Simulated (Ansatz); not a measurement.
# Ru: the cost of one run

Computed with Ansatz 0.2.0 (DFT LDA, scalar-relativistic, plane waves, PAW, unless a step's input says otherwise).

**1. Starting point**

It takes space group P6_3/mmc (No. 194, hexagonal). Conventional cell: a = 2.706 Å, b = 2.706 Å, c = 4.282 Å, α = 90.00°, β = 90.00°, γ = 120.00°. Ru (site symmetry -6m2) has 12 Ru at 2.65 to 2.71 Å as nearest neighbours.

Structure file:

```cif
data_structure
_symmetry_space_group_name_H-M 'P6_3/mmc'
_symmetry_Int_Tables_number 194
_cell_length_a 2.7058
_cell_length_b 2.7058
_cell_length_c 4.2819
_cell_angle_alpha 90.000
_cell_angle_beta 90.000
_cell_angle_gamma 120.000
_cell_volume 27.15
loop_
_atom_site_label
_atom_site_type_symbol
_atom_site_symmetry_multiplicity
_atom_site_Wyckoff_symbol
_atom_site_fract_x
_atom_site_fract_y
_atom_site_fract_z
_atom_site_occupancy
Ru1 Ru 2 c 0.33333 0.66667 0.25000 1
```

No relaxation comes first: the listed cell is the starting point.

**2. Zero of energy**

Reference values: F = -11516.5596 eV; pressure -12.30 GPa; largest force 0.000 eV/Å; gap on the mesh none (metal). It was computed beforehand with the settings of the runs below.

**3. Setting up energy and stress against strain**

The cell is strained by ε times the Voigt pattern (0, 0, 1, 0, 0, 0) (xx, yy, zz, yz, xz, xy; engineering shear), with fractional coordinates fixed (clamped ions). The stress on the pattern is the sum of the stress components weighted by it, tension positive.

**4. At ε = -0.1000**

File input.yaml:

```yaml
crystal:
  lattice:
    - [2.7057993342, 0.0, 0.0]
    - [-1.3528996671, 2.343290961, 0.0]
    - [0.0, 0.0, 3.85371]
  atoms:
    - { symbol: Ru, position: [0.3333333333, 0.6666666667, 0.25] }
    - { symbol: Ru, position: [0.6666666667, 0.3333333333, 0.75] }
basis:
  ecutwfc: 420
kpoints:
  mp_grid: { grid: [21, 21, 12] }
hamiltonian:
  xc: lda
scf:
  occupations: { method: gaussian, width: 0.15 }
output:
  forces: true
  stress: true
  eigenvalues: true
```

Q: Estimate wall time and peak memory on 1 thread of an Arm CPU, shared host.

About 13 s, with a peak of 0.39 GiB.
